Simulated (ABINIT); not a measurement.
GaGe3:

```
Ge Ga
1.0
     0.00000    3.38717    3.38717
     3.38717    0.00000    3.38717
     3.38717    3.38717    0.00000
Ge Ga
3 1
Direct
  0.50000 0.50000 0.50000
  0.75000 0.75000 0.75000
  0.25000 0.25000 0.25000
  0.00000 0.00000 0.00000
```

The cell comes from a database or a generator and needn't be the stable form of this composition.

Base run:

- Program: ABINIT 10.8.3 (patched build)
- Functional: PBE
- Potentials or basis: JTH PAW PBE v2.0
- Cutoff: 599 eV
- k mesh: 7 × 7 × 7
- Occupations: fermi-dirac, width 0.05 eV
- Spin: no spin polarisation

Its results: band gap on the k mesh none (metal or under the smearing width); pressure -0.9 GPa.

Task: After a change of settings the same cell gave: band gap on the k mesh none (metal or under the smearing width); pressure -5.9 GPa. Which change was it?
A. functional from PBE to r2SCAN; cutoff from 599 eV to 707 eV; fine-grid cutoff from 1197.3 eV to 1306.15 eV
B. functional from PBE to PBEsol; potentials or basis from JTH PAW PBE v2.0 to PseudoDojo NC SR PBEsol v0.4.1 standard; cutoff from 599 eV to 1088 eV
C. functional from PBE to LDA; potentials or basis from JTH PAW PBE v2.0 to JTH PAW LDA v2.0

Result: C.
